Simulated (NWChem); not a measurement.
# BBrCl2 (bromodichloroborane): PBE0/def2-SVP

Aim: the vertical ionisation energy of BBrCl2 (bromodichloroborane) at PBE0/def2-SVP, from 2 runs. 

The calculation is run with NWChem 7.3.0.

## Step 1: The molecule

The species is BBrCl2 (4 atoms), meant as a singlet with charge 0. SMILES: `ClB(Cl)Br`. Geometry: relaxed at PBE0-D4/def2-TZVP.

Bond lengths: Cl1–B2 1.735 Å, B2–Cl3 1.735 Å, B2–Br4 1.901 Å. Angles: Cl1–B2–Cl3 120.1°, Cl1–B2–Br4 119.9°, Cl3–B2–Br4 119.9°.

## Step 2: The energy at PBE0/def2-SVP

File bbrcl2.xyz:

```xyz
4

Cl     0.582100     0.666000     1.510800
B      0.037200    -0.038100     0.022100
Cl     0.444300    -1.679200    -0.365600
Br    -1.008100     0.991100    -1.187600
```

File bbrcl2.nw:

```
start bbrcl2
memory 2200 mb

geometry noautosym nocenter noautoz
 load bbrcl2.xyz
end

basis spherical bse
 * library def2-SVP
end

dft
 xc pbe0
 grid huge
 convergence energy 1e-08
 maxiter 100
 mulliken
 noprint "final vectors analysis"
end

task dft energy
```

Launch:

```sh
nwchem bbrcl2.nw > bbrcl2.out
```

What it wrote:

```text
Northwest Computational Chemistry Package (NWChem) 7.3.0
             --------------------------------------------------------

           Job information
           ---------------

    nwchem branch   = 7.3.0
    use scalapack   = T
    input           = bbrcl2.nw
    prefix          = bbrcl2.
    data base       = ./bbrcl2.db
    status          = startup
    nproc           =        1

           Memory information
           ------------------

    heap     =     72089596 doubles =      550.0 Mbytes
    stack    =     72089601 doubles =      550.0 Mbytes
    global   =    144179200 doubles =     1100.0 Mbytes (distinct from heap & stack)
    total    =    288358397 doubles =     2200.0 Mbytes
    verify   = yes
    hardfail = no

           Directory information
           ---------------------

  0 permanent = .
  0 scratch   = .

                                NWChem Input Module
                                -------------------

 Scaling coordinates for geometry "geometry" by  1.889725989
 (inverse scale =  0.529177249)

                             Geometry "geometry" -> ""
                             -------------------------

 Output coordinates in angstroms (scale by  1.889725989 to convert to a.u.)

  No.       Tag          Charge          X              Y              Z
 ---- ---------------- ---------- -------------- -------------- --------------
    1 Cl                  17.0000     0.58210000     0.66600000     1.51080000
    2 B                    5.0000     0.03720000    -0.03810000     0.02210000
    3 Cl                  17.0000     0.44430000    -1.67920000    -0.36560000
    4 Br                  35.0000    -1.00810000     0.99110000    -1.18760000

      Atomic Mass
      -----------

      Cl                34.968850
      B                 11.009310
      Br                79.916500

 Effective nuclear repulsion energy (a.u.)     351.4092545731

            Nuclear Dipole moment (a.u.)
            ----------------------------
        X                 Y               Z
 ---------------- ---------------- ----------------
   -33.3512070547    32.6423708363   -41.5495942835

            XYZ format geometry
            -------------------
     4
 geometry
 Cl                    0.58210000     0.66600000     1.51080000
 B                     0.03720000    -0.03810000     0.02210000
 Cl                    0.44430000    -1.67920000    -0.36560000
 Br                   -1.00810000     0.99110000    -1.18760000

 ==============================================================================
                                internuclear distances
 ------------------------------------------------------------------------------
       center one      |      center two      | atomic units |  angstroms
 ------------------------------------------------------------------------------
    2 B                |   1 Cl               |     3.27795  |     1.73462
    3 Cl               |   2 B                |     3.27814  |     1.73472
    4 Br               |   2 B                |     3.59310  |     1.90139
 ------------------------------------------------------------------------------
                         number of included internuclear distances:          3
 ==============================================================================

 ==============================================================================
                                 internuclear angles
 ------------------------------------------------------------------------------
        center 1       |       center 2       |       center 3       |  degrees
 ------------------------------------------------------------------------------
    1 Cl               |   2 B                |   3 Cl               |   120.14
    1 Cl               |   2 B                |   4 Br               |   119.93
    3 Cl               |   2 B                |   4 Br               |   119.93
 ------------------------------------------------------------------------------
                            number of included internuclear angles:          3
 ==============================================================================

 Summary of "ao basis" -> "" (spherical)
 ------------------------------------------------------------------------------
       Tag                 Description            Shells   Functions and Types
 ---------------- ------------------------------  ------  ---------------------
 *                          def2-SVP                  on all atoms

                                 NWChem DFT Module
                                 -----------------

                      Basis "ao basis" -> "ao basis" (spherical)
                      -----
  [basis functions not shown]

 Summary of "ao basis" -> "ao basis" (spherical)
 ------------------------------------------------------------------------------
       Tag                 Description            Shells   Functions and Types
 ---------------- ------------------------------  ------  ---------------------
 Cl                         def2-SVP                 8       18   4s3p1d
 B                          def2-SVP                 6       14   3s2p1d
 Br                         def2-SVP                12       32   5s4p3d

 Summary of "ao basis" -> "ao basis" (spherical)
 ------------------------------------------------------------------------------
       Tag                 Description            Shells   Functions and Types
 ---------------- ------------------------------  ------  ---------------------
 Cl                         def2-SVP                 8       18   4s3p1d
 B                          def2-SVP                 6       14   3s2p1d
 Br                         def2-SVP                12       32   5s4p3d

  Caching 1-el integrals
  itol2e modified to match energy
  convergence criterion.
  tol_rho modified to match energy
  convergence criterion.

            General Information
            -------------------
          SCF calculation type: DFT
          Wavefunction type:  closed shell.
          No. of atoms     :     4
          No. of electrons :    74
           Alpha electrons :    37
            Beta electrons :    37
          Charge           :     0
          Spin multiplicity:     1
          Use of symmetry is: off; symmetry adaption is: off
          Maximum number of iterations: 100
          AO basis - number of functions:    82
                     number of shells:    34
          Convergence on energy requested:  1.00D-08
          Convergence on density requested:  1.00D-05
          Convergence on gradient requested:  5.00D-04

              XC Information
              --------------
                         PBE0 Method XC Functional
                     Hartree-Fock (Exact) Exchange  0.250
          PerdewBurkeErnzerhof Exchange Functional  0.750
            Perdew 1991 LDA Correlation Functional  1.000 local
           PerdewBurkeErnz. Correlation Functional  1.000 non-local

             Grid Information
             ----------------
          Grid used for XC integration:  huge
          Radial quadrature: Mura-Knowles
          Angular quadrature: Lebedev.
          Tag              B.-S. Rad. Rad. Pts. Rad. Cut. Ang. Pts.
          ---              ---------- --------- --------- ---------
          Cl                  1.00      300          10.0      1454
          B                   0.85      300           8.0      1454
          Br                  1.15      750          10.0      1454
          Grid pruning is: on
          Number of quadrature shells:  1650
          Spatial weights used:  Erf1

          Convergence Information
          -----------------------
          Convergence aids based upon iterative change in
          total energy or number of iterations.
          Levelshifting, if invoked, occurs when the
          HOMO/LUMO gap drops below (HL_TOL):  1.00D-02
          DIIS, if invoked, will attempt to extrapolate
          using up to (NFOCK): 10 stored Fock matrices.

                    Damping( 0%)  Levelshifting(0.5)       DIIS
                  --------------- ------------------- ---------------
          dE  on:    start            ASAP                start
          dE off:    2 iters        100 iters           100 iters

      Screening Tolerance Information
      -------------------------------
          Density screening/tol_rho:  1.00D-11
          AO Gaussian exp screening on grid/accAOfunc:  18
          CD Gaussian exp screening on grid/accCDfunc:  20
          XC Gaussian exp screening on grid/accXCfunc:  20
          Schwarz screening/accCoul:  1.00D-09

      Superposition of Atomic Density Guess
      -------------------------------------

 Sum of atomic energies:       -3515.23684159

      Non-variational initial energy
      ------------------------------

 Total energy =   -3516.347881
 1-e energy   =   -5585.402022
 2-e energy   =    1717.644886
 HOMO         =      -0.375952
 LUMO         =       0.048586

   Time after variat. SCF:      0.6

     ---------------------------------------------
      Total Density - Mulliken Population Analysis
     ---------------------------------------------

    Atom       Charge   Shell Charges
 -----------   ------   -------------------------------------------------------
    1 Cl  17    17.23   2.00  1.99  1.22  0.69  5.94  2.16  3.21  0.02
    2 B    5     4.26   1.99  0.79  0.09  0.97  0.29  0.12
    3 Cl  17    17.23   2.00  1.99  1.22  0.69  5.94  2.16  3.21  0.02
    4 Br  35    35.28   2.00  2.00  2.00  1.36  0.57  6.00  5.99  2.38  2.97  8.23  1.73  0.06
   Time prior to 1st pass:      0.6

 Grid_pts file          = ./bbrcl2.gridpts.0
 Record size in doubles =  12289        No. of grid_pts per rec  =   3070
 Max. records in memory =      0        Max. recs in file   = *********

 Grid integrated density:      74.000002594603
 Requested integration accuracy:   0.10E-09

           Memory utilization after 1st SCF pass:
           Heap Space remaining (MW):       38.53            38530556
          Stack Space remaining (MW):       72.09            72089028

   convergence    iter        energy       DeltaE   RMS-Dens  Diis-err    time
 ---------------- ----- ----------------- --------- --------- ---------  ------
 d= 0,ls=0.0,diis     1  -3518.1895309869 -3.87D+03  1.58D-02  6.54D-01     5.3
 Grid integrated density:      74.000002244892
 Requested integration accuracy:   0.10E-09
 d= 0,ls=0.0,diis     2  -3518.1081820257  8.13D-02  1.03D-02  1.23D+00     9.4
 Grid integrated density:      74.000002104126
 Requested integration accuracy:   0.10E-09
 d= 0,ls=0.0,diis     3  -3518.2730786366 -1.65D-01  1.35D-03  1.43D-02    13.6
 Grid integrated density:      74.000002103824
 Requested integration accuracy:   0.10E-09
 d= 0,ls=0.0,diis     4  -3518.2751920206 -2.11D-03  2.70D-04  2.99D-04    17.7
 Grid integrated density:      74.000000014485
 Requested integration accuracy:   0.10E-09
 d= 0,ls=0.0,diis     5  -3518.2752278424 -3.58D-05  5.96D-05  2.65D-05    22.5
 Grid integrated density:      74.000000014489
 Requested integration accuracy:   0.10E-09
  Resetting Diis
 d= 0,ls=0.0,diis     6  -3518.2752305778 -2.74D-06  1.66D-05  1.91D-06    27.2
 Grid integrated density:      74.000000014488
 Requested integration accuracy:   0.10E-09
 d= 0,ls=0.0,diis     7  -3518.2752307508 -1.73D-07  4.90D-06  5.49D-08    31.9
 Grid integrated density:      74.000000014488
 Requested integration accuracy:   0.10E-09
 d= 0,ls=0.0,diis     8  -3518.2752307525 -1.65D-09  2.54D-06  4.57D-08    36.7

         Total DFT energy =    -3518.275230752482
      One electron energy =    -5586.076696558542
           Coulomb energy =     1867.712434841529
    Exchange-Corr. energy =     -151.320223608551
 Nuclear repulsion energy =      351.409254573081

 Numeric. integr. density =       74.000000014488

     Total iterative time =     36.1s

     ---------------------------------------------
      Total Density - Mulliken Population Analysis
     ---------------------------------------------

    Atom       Charge   Shell Charges
 -----------   ------   -------------------------------------------------------
    1 Cl  17    17.02   2.00  1.99  1.27  0.66  5.93  2.16  3.00  0.02
    2 B    5     4.90   1.99  0.85  0.01  1.52  0.38  0.15
    3 Cl  17    17.02   2.00  1.99  1.27  0.66  5.93  2.16  3.00  0.02
    4 Br  35    35.06   2.00  2.00  1.99  1.44  0.50  6.00  5.98  2.38  2.74  8.20  1.74  0.09

     -------------------------------------------
      Total Density - Lowdin Population Analysis
     -------------------------------------------

    Atom       Charge   Shell Charges
 -----------   ------   -------------------------------------------------------
    1 Cl  17    16.77   2.00  1.95  1.02  0.73  5.82  2.25  2.97  0.03
    2 B    5     5.62   1.96  0.61  0.29  1.41  1.00  0.34
    3 Cl  17    16.77   2.00  1.95  1.02  0.73  5.82  2.25  2.97  0.03
    4 Br  35    34.83   2.00  2.00  1.96  1.10  0.68  5.99  5.81  2.46  2.79  7.84  2.03  0.17

 center of mass
 --------------
 x =  -0.51996580 y =   0.50931209 z =  -0.64163294

 moments of inertia (a.u.)
 ------------------
        1284.186681481438         287.347450868463        -377.570909483923
         287.347450868463         951.579223924258          81.060740657513
        -377.570909483923          81.060740657513         959.718383755247

     Multipole analysis of the density
     ---------------------------------

     L   x y z        total         alpha         beta         nuclear
     -   - - -        -----         -----         ----         -------
     0   0 0 0     -0.000000    -37.000000    -37.000000     74.000000

     1   1 0 0      0.017594     16.684400     16.684400    -33.351207
     1   0 1 0     -0.017221    -16.329796    -16.329796     32.642371
     1   0 0 1      0.020557     20.785075     20.785075    -41.549594

     2   2 0 0    -35.347578    -97.473408    -97.473408    159.599238
     2   1 1 0      0.063134     73.361931     73.361931   -146.660729
     2   1 0 1     -0.116827    -96.648214    -96.648214    193.179600
     2   0 2 0    -35.708222   -178.306668   -178.306668    320.905114
     2   0 1 1     -0.193194     24.290971     24.290971    -48.775136
     2   0 0 2    -35.609717   -179.290679   -179.290679    322.971640

 Task  times  cpu:       36.7s     wall:       36.7s
 Total times  cpu:       36.7s     wall:       36.7s
```

Wall time 38 s (1 thread of Intel Xeon Platinum 8259CL at 2.50GHz (Skylake/Cascade Lake), shared host); peak memory 0.13 GiB.

(Part 1 of 2 ends here.)
